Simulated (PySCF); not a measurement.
# Se2 (-2): electronic excitations at several levels of theory

Aim: compute the electronic excitations of Se2 (-2) (`[Se-][Se-]`) at several levels, and see how far they spread and what each costs.

The runs use PySCF 2.14.0, with density-fitted response routines of our own; the level of theory stands in each step. All values are computed, except where a source is named. Atoms count from 0, in the outputs and in this text.

## 1. The starting structure

2 atoms, charge -2, multiplicity 1; geometry from: GFN2-xTB.

Bonds of the start (Å): Se0–Se1 2.44.

## 2. Optimising the geometry at PBE0-D3(BJ)/def2-TZVP

The job: settings as JSON, then the geometry in Å.

```
{"job": {"xc": "PBE0", "basis": "def2-TZVP", "d3": "d3bj", "grid": 2, "kind": "geom"}, "charge": -2, "multiplicity": 1}
Se     0.000000     0.000000     0.000000
Se     0.000000     0.000000     2.436900
```

Standard output:

```text
step   0  E = -4802.46850324  max force = 0.006534
step   1  E = -4802.46873021  max force = 0.000972
step   2  E = -4802.46873575  max force = 0.000078
optimisation converged
```

Wall time 9.4 s (2 threads of Intel Xeon at 2.70GHz, shared host).

Relaxation path:

| step | energy from step 0 (eV) | largest force component (eV/Å) |
| --- | --- | --- |
| 0 | 0.0000 | 0.3360 |
| 1 | -0.0062 | 0.0500 |
| 2 | -0.0063 | 0.0040 |

The bond:

| bond | before (Å) | after (Å) | change (Å) |
| --- | --- | --- | --- |
| Se0–Se1 | 2.437 | 2.475 | +0.038 |

The end geometry stands in the next job.

| at the end point | value |
| --- | --- |
| point group (found at 0.08 Å tolerance) | D∞h |
| rotational constants (GHz, main isotopes) | 2.064, 2.064 |

## 3. TDDFT and polarisability: CAM-B3LYP/def2-TZVPD

The job: settings as JSON, then the geometry in Å.

```
{"job": {"kind": "uv", "xc": "CAM-B3LYP", "basis": "def2-TZVPD", "nstates": 12, "ntriplets": 4}, "charge": -2, "multiplicity": 1}
Se     0.000000     0.000000    -0.019124
Se    -0.000000    -0.000000     2.456024
```

Level: TDDFT CAM-B3LYP/def2-TZVPD, vertical, gas phase, core orbitals frozen in the response.

Standard output:

```text
coarse grid: 14664 points
cycle   1  E = -4803.2079314815  dE = -1.806e+00  |g| = 4.646e-01  |ddm| = 1.550e+00
cycle   2  E = -4803.2022684236  dE =  5.663e-03  |g| = 5.266e-01  |ddm| = 3.351e+00
cycle   3  E = -4803.3151888785  dE = -1.129e-01  |g| = 1.608e-01  |ddm| = 1.987e+00
cycle   4  E = -4803.3183174881  dE = -3.129e-03  |g| = 1.517e-02  |ddm| = 1.790e-01
cycle   5  E = -4803.3184075262  dE = -9.004e-05  |g| = 6.100e-03  |ddm| = 4.809e-02
cycle   6  E = -4803.3184253736  dE = -1.785e-05  |g| = 1.740e-03  |ddm| = 1.306e-02
cycle   7  E = -4803.3184264997  dE = -1.126e-06  |g| = 2.319e-04  |ddm| = 4.268e-03
final grid: 26152 points
cycle   8  E = -4803.3184870543  dE = -9.096e-08  |g| = 1.170e-04  |ddm| = 2.934e-03
cycle   9  E = -4803.3184870670  dE = -1.264e-08  |g| = 6.869e-05  |ddm| = 1.086e-03
cycle  10  E = -4803.3184870692  dE = -2.251e-09  |g| = 2.654e-05  |ddm| = 2.547e-04
cycle  11  E = -4803.3184870700  dE = -7.485e-10  |g| = 1.642e-05  |ddm| = 3.515e-04
converged SCF energy = -4803.3184870700

Static polarisability (au): isotropic 236.377, principal 230.131 239.500 239.500

Singlet excitations
state   eV       nm        f      main configurations
  1   0.8018   1546.3   0.03790   H->L 0.93
  2   0.8018   1546.3   0.03790   H-1->L 0.93
  3   1.7564    705.9   0.00000   H->L+1 0.81, H-1->L+1 0.10, H-2->L 0.09
  4   1.7564    705.9   0.00000   H-1->L+1 0.81, H->L+1 0.10, H-3->L 0.09
  5   2.2314    555.6   0.00000   H->L+2 0.40, H-1->L+3 0.40, H->L+3 0.09
  6   2.2316    555.6   0.00000   H-1->L+2 0.40, H->L+3 0.40, H-1->L+3 0.09
  7   2.2329    555.3   0.00000   H->L+5 0.29, H-1->L+4 0.29, H-1->L+5 0.20
  8   2.2341    555.0   0.00000   H->L+4 0.29, H-1->L+5 0.29, H->L+5 0.20
  9   2.2578    549.1   0.00000   H-1->L+2 0.42, H->L+3 0.42
 10   2.2875    542.0   0.00000   H-1->L+5 0.49, H->L+4 0.49
 11   2.3562    526.2   0.22353   H-1->L+4 0.49, H->L+5 0.49
 12   2.6151    474.1   0.00916   H->L+6 0.90

Triplet excitations (Tamm-Dancoff, eV): 0.7356 0.7356 1.7432 1.7432
```

Run time: 6.9 s. Hardware: 2 threads of Intel Xeon at 2.70GHz, shared host.

The orbitals next to the gap, with their largest atomic shares:

| orbital | eV | atoms |
| --- | --- | --- |
| HOMO−3 | 1.12 | Se1 50 %, Se0 50 % |
| HOMO−2 | 1.12 | Se1 50 %, Se0 50 % |
| HOMO−1 | 3.09 | Se0 50 %, Se1 50 % |
| HOMO | 3.09 | Se0 50 %, Se1 50 % |
| LUMO | 5.89 | Se1 50 %, Se0 50 % |
| LUMO+1 | 6.98 | Se0 50 %, Se1 50 % |
| LUMO+2 | 7.48 | Se1 50 %, Se0 50 % |

With each of the 12 states as a Gaussian band of 0.4 eV half-width at 1/e, the curve within the window shown has maxima at 524 nm (ε 9,300) L/(mol cm). Beyond the last state computed it falls off for lack of states. The curve at chosen wavelengths:

nm, ε (L/mol/cm) and a bar:
```
      425       1496 ####
      468       5695 ###################
      511       9084 ##############################
      554       8430 ############################
      597       5595 ##################
      640       3028 #########
      683       1457 ####
      726        670 #
      769        335 
      812        238 
      855        276 
      898        403 #
      941        594 #
      983        827 ##
     1026       1096 ###
     1069       1381 ####
     1112       1665 #####
     1155       1937 ######
     1198       2187 #######
     1241       2408 #######
     1284       2597 ########
     1327       2751 #########
     1370       2872 #########
     1413       2962 #########
     1456       3022 #########
     1499       3057 ##########
```

Ground-state properties from the same run:

| property | computed |
| --- | --- |
| polarisability (Å³) | 35.03 |
| HOMO–LUMO gap (eV) | 2.79 |
| −ε(HOMO) (eV) | -3.09 |

## 4. TDDFT and polarisability: PBE0/def2-TZVPD

The job: settings as JSON, then the geometry in Å.

```
{"job": {"kind": "uv", "xc": "PBE0", "basis": "def2-TZVPD", "nstates": 12, "ntriplets": 4}, "charge": -2, "multiplicity": 1}
Se     0.000000     0.000000    -0.019124
Se    -0.000000    -0.000000     2.456024
```

With the program's defaults for keys left out, this is: TDDFT PBE0/def2-TZVPD, vertical, gas phase, core orbitals frozen in the response.

Standard output:

```text
coarse grid: 14664 points
cycle   1  E = -4802.3787209199  dE = -1.707e+00  |g| = 4.670e-01  |ddm| = 1.563e+00
cycle   2  E = -4801.5328596506  dE =  8.459e-01  |g| = 1.247e+00  |ddm| = 9.511e+01
cycle   3  E = -4802.4948309343  dE = -9.620e-01  |g| = 1.947e-01  |ddm| = 9.506e+01
cycle   4  E = -4802.5004827869  dE = -5.652e-03  |g| = 3.583e-02  |ddm| = 3.566e-01
cycle   5  E = -4802.5010763972  dE = -5.936e-04  |g| = 1.429e-02  |ddm| = 2.653e-01
cycle   6  E = -4802.5011434704  dE = -6.707e-05  |g| = 7.418e-03  |ddm| = 2.931e-02
cycle   7  E = -4802.5011648854  dE = -2.141e-05  |g| = 2.673e-03  |ddm| = 1.672e-02
cycle   8  E = -4802.5011678473  dE = -2.962e-06  |g| = 2.140e-04  |ddm| = 7.254e-03
final grid: 26152 points
cycle   9  E = -4802.5012126444  dE =  3.415e-08  |g| = 4.044e-04  |ddm| = 2.099e-03
cycle  10  E = -4802.5012125258  dE =  1.186e-07  |g| = 7.469e-04  |ddm| = 3.328e-03
cycle  11  E = -4802.5012127027  dE = -1.769e-07  |g| = 2.237e-05  |ddm| = 1.976e-03
cycle  12  E = -4802.5012127030  dE = -2.783e-10  |g| = 1.773e-06  |ddm| = 1.082e-04
converged SCF energy = -4802.5012127030

Static polarisability (au): isotropic 338.135, principal 263.260 375.556 375.588

Singlet excitations
state   eV       nm        f      main configurations
  1   0.5161   2402.3   0.03122   H->L 0.99
  2   0.5161   2402.3   0.03122   H-1->L 0.99
  3   1.4874    833.6   0.00000   H->L+1 0.98
  4   1.4874    833.6   0.00000   H-1->L+1 0.98
  5   1.9264    643.6   0.00000   H->L+2 0.38, H-1->L+3 0.38, H-1->L+2 0.12
  6   1.9266    643.5   0.00000   H-1->L+2 0.38, H->L+3 0.38, H->L+2 0.12
  7   1.9994    620.1   0.00000   H-1->L+4 0.38, H->L+5 0.38, H->L+4 0.12
  8   1.9998    620.0   0.00000   H->L+4 0.38, H-1->L+5 0.38, H-1->L+4 0.12
  9   2.0171    614.7   0.00000   H->L+3 0.50, H-1->L+2 0.50
 10   2.0684    599.4   0.22566   H-1->L+5 0.50, H->L+4 0.50
 11   2.0994    590.6   0.00000   H->L+5 0.50, H-1->L+4 0.50
 12   2.3855    519.7   0.00000   H-1->L+3 0.48, H->L+2 0.48

Triplet excitations (Tamm-Dancoff, eV): 0.4594 0.4594 1.4685 1.4685
```

Wall time 6.7 s (2 threads of Intel Xeon at 2.70GHz, shared host).

This run: HOMO 4.09 eV, LUMO 5.41 eV; lowest singlet 0.52 eV.

## 5. Excited states and response: PBE/def2-TZVPD

The job: settings as JSON, then the geometry in Å.

```
{"job": {"kind": "uv", "xc": "PBE", "basis": "def2-TZVPD", "nstates": 12, "ntriplets": 4}, "charge": -2, "multiplicity": 1}
Se     0.000000     0.000000    -0.019124
Se    -0.000000    -0.000000     2.456024
```

With the program's defaults for keys left out, this is: TDDFT PBE/def2-TZVPD, vertical, gas phase, core orbitals frozen in the response.

Standard output:

```text
coarse grid: 14664 points
cycle   1  E = -4802.2041894102  dE = -1.614e+00  |g| = 5.788e-01  |ddm| = 1.594e+00
cycle   2  E = -4799.8164882393  dE =  2.388e+00  |g| = 1.879e+00  |ddm| = 8.718e+01
cycle   3  E = -4802.3523705551  dE = -2.536e+00  |g| = 2.831e-01  |ddm| = 8.705e+01
cycle   4  E = -4802.3542236904  dE = -1.853e-03  |g| = 1.193e-01  |ddm| = 8.407e-01
cycle   5  E = -4802.3567874294  dE = -2.564e-03  |g| = 5.211e-02  |ddm| = 8.029e-02
cycle   6  E = -4802.3578080353  dE = -1.021e-03  |g| = 2.677e-02  |ddm| = 1.284e-01
cycle   7  E = -4802.3581645314  dE = -3.565e-04  |g| = 2.680e-03  |ddm| = 1.640e-01
cycle   8  E = -4802.3581666619  dE = -2.130e-06  |g| = 7.637e-04  |ddm| = 7.836e-03
final grid: 26152 points
cycle   9  E = -4802.3582235826  dE =  2.435e-06  |g| = 2.507e-03  |ddm| = 1.697e-02
cycle  10  E = -4802.3581997395  dE =  2.384e-05  |g| = 7.991e-03  |ddm| = 5.584e-02
cycle  11  E = -4802.3582262985  dE = -2.656e-05  |g| = 1.261e-04  |ddm| = 4.094e-02
cycle  12  E = -4802.3582263073  dE = -8.859e-09  |g| = 1.822e-05  |ddm| = 8.093e-04
cycle  13  E = -4802.3582263075  dE = -1.592e-10  |g| = 1.552e-06  |ddm| = 7.343e-05
converged SCF energy = -4802.3582263075

Static polarisability (au): isotropic 2665.269, principal 335.572 3830.110 3830.125

Singlet excitations
state   eV       nm        f      main configurations
  1   0.0962  12888.2   0.01544   H->L 1.00
  2   0.0962  12888.2   0.01544   H-1->L 1.00
  3   1.1120   1115.0   0.00000   H->L+1 1.00
  4   1.1120   1115.0   0.00000   H-1->L+1 1.00
  5   1.5650    792.2   0.00000   H-1->L+2 0.49, H->L+3 0.49
  6   1.5654    792.0   0.00000   H->L+2 0.49, H-1->L+3 0.49
  7   1.6841    736.2   0.00000   H->L+4 0.49, H-1->L+5 0.49
  8   1.6850    735.8   0.00000   H-1->L+4 0.49, H->L+5 0.49
  9   1.6855    735.6   0.00000   H-1->L+3 0.50, H->L+2 0.50
 10   1.7270    717.9   0.24020   H->L+5 0.50, H-1->L+4 0.50
 11   1.7995    689.0   0.00000   H-1->L+5 0.50, H->L+4 0.50
 12   1.8460    671.6   0.00000   H-2->L 1.00

Triplet excitations (Tamm-Dancoff, eV): 0.1079 0.1079 1.1125 1.1125
```

Run time: 8.4 s. Hardware: 2 threads of Intel Xeon at 2.70GHz, shared host.

In short: HOMO 4.62 eV, LUMO 4.83 eV; lowest singlet 0.10 eV.

## 6. Excited states and response: B3LYP/def2-TZVPD

The job: settings as JSON, then the geometry in Å.

```
{"job": {"kind": "uv", "xc": "B3LYP", "basis": "def2-TZVPD", "nstates": 12, "ntriplets": 4}, "charge": -2, "multiplicity": 1}
Se     0.000000     0.000000    -0.019124
Se    -0.000000    -0.000000     2.456024
```

Level: TDDFT B3LYP/def2-TZVPD, vertical, gas phase, core orbitals frozen in the response.

Standard output:

```text
coarse grid: 14664 points
cycle   1  E = -4803.0181866576  dE = -1.688e+00  |g| = 4.980e-01  |ddm| = 1.562e+00
cycle   2  E = -4801.8170208951  dE =  1.201e+00  |g| = 1.447e+00  |ddm| = 9.455e+01
cycle   3  E = -4803.1438378927  dE = -1.327e+00  |g| = 2.110e-01  |ddm| = 9.447e+01
cycle   4  E = -4803.1488216570  dE = -4.984e-03  |g| = 4.569e-02  |ddm| = 4.644e-01
cycle   5  E = -4803.1489434438  dE = -1.218e-04  |g| = 2.367e-02  |ddm| = 2.573e-01
cycle   6  E = -4803.1491539414  dE = -2.105e-04  |g| = 1.095e-02  |ddm| = 3.099e-02
cycle   7  E = -4803.1492018584  dE = -4.792e-05  |g| = 3.997e-03  |ddm| = 2.678e-02
cycle   8  E = -4803.1492083381  dE = -6.480e-06  |g| = 1.008e-04  |ddm| = 9.509e-03
final grid: 26152 points
cycle   9  E = -4803.1492612017  dE =  7.019e-09  |g| = 2.052e-04  |ddm| = 1.226e-03
cycle  10  E = -4803.1492611551  dE =  4.660e-08  |g| = 4.290e-04  |ddm| = 2.175e-03
cycle  11  E = -4803.1492612162  dE = -6.114e-08  |g| = 1.144e-05  |ddm| = 1.406e-03
cycle  12  E = -4803.1492612163  dE = -4.638e-11  |g| = 1.838e-06  |ddm| = 2.903e-05
converged SCF energy = -4803.1492612163

Static polarisability (au): isotropic 407.916, principal 273.855 474.944 474.950

Singlet excitations
state   eV       nm        f      main configurations
  1   0.4130   3002.0   0.02755   H->L 1.00
  2   0.4130   3002.0   0.02755   H-1->L 1.00
  3   1.4025    884.0   0.00000   H->L+1 0.98
  4   1.4025    884.0   0.00000   H-1->L+1 0.98
  5   1.8139    683.5   0.00000   H->L+2 0.46, H-1->L+3 0.46
  6   1.8142    683.4   0.00000   H-1->L+2 0.46, H->L+3 0.46
  7   1.8890    656.3   0.00000   H->L+3 0.50, H-1->L+2 0.50
  8   1.9283    643.0   0.00000   H-1->L+4 0.45, H->L+5 0.45
  9   1.9317    641.8   0.00000   H->L+4 0.45, H-1->L+5 0.45
 10   2.0216    613.3   0.00000   H->L+5 0.50, H-1->L+4 0.50
 11   2.0300    610.8   0.23009   H-1->L+5 0.50, H->L+4 0.50
 12   2.2362    554.4   0.00000   H-2->L 0.98

Triplet excitations (Tamm-Dancoff, eV): 0.3908 0.3908 1.4044 1.4044
```

It took 7.4 s on 2 threads of Intel Xeon at 2.70GHz, shared host.

In short: HOMO 4.14 eV, LUMO 5.20 eV; lowest singlet 0.41 eV.

## 7. Comparing the runs: electronic excitations

Excitations and ground-state properties, with basis size and wall time:

| run | lowest singlet (eV) | brightest (eV) | f | gap (eV) | α (Å³) | functions | time |
| --- | --- | --- | --- | --- | --- | --- | --- |
| CAM-B3LYP/def2-TZVPD | 0.80 | 2.36 | 0.224 | 2.79 | 35.03 | 114 | 6.9 s |
| PBE0/def2-TZVPD | 0.52 | 2.07 | 0.226 | 1.32 | 50.11 | 114 | 6.7 s |
| PBE/def2-TZVPD | 0.10 | 1.73 | 0.240 | 0.21 | 394.95 | 114 | 8.4 s |
| B3LYP/def2-TZVPD | 0.41 | 2.03 | 0.230 | 1.06 | 60.45 | 114 | 7.4 s |

## 8. Outcome

```
                                quantity                         value
                             point group                           D∞h
    rotational constants (main isotopes)                2.06, 2.06 GHz
   lowest singlet (CAM-B3LYP/def2-TZVPD)  0.80 eV (1546 nm), f = 0.038
brightest single state of those computed  state 11, 2.36 eV, f = 0.224
                          lowest triplet                       0.74 eV
             range of the lowest singlet               0.10 to 0.80 eV
```

In words: Single values in the summary come from the first run of each kind that ended normally (CAM-B3LYP/def2-TZVPD), which need not be the best level. Over 2 steps the energy fell by 0.006 eV; of the close pairs, Se0–Se1 changed most, 2.437 to 2.475 Å. The lowest singlet, at 0.80 eV, is HOMO→LUMO 0.93 and is weak; of the 12 states computed, the strongest absorption comes from state 11 at 2.36 eV. State 11 absorbs in the visible (526 nm). The lowest triplet lies 0.07 eV below the lowest singlet (triplets in Tamm-Dancoff, singlets in full TDDFT). The lowest singlet lies above −ε(HOMO); no detachment energy was computed, so the anion's states may not be bound. The lowest singlet runs from 0.10 eV (PBE/def2-TZVPD) to 0.80 eV (CAM-B3LYP/def2-TZVPD), while the orbital gap spans 0.21 to 2.79 eV: the excitation energy moves far less from run to run than the orbital gap does. The lowest state need not be the same one in every run. At CAM-B3LYP/def2-TZVPD the HOMO lies above zero (+3.09 eV), as often for anions in the gas phase: self-interaction error lifts it, or the electron is held by the finite basis alone; counter-ions and solvent are missing.
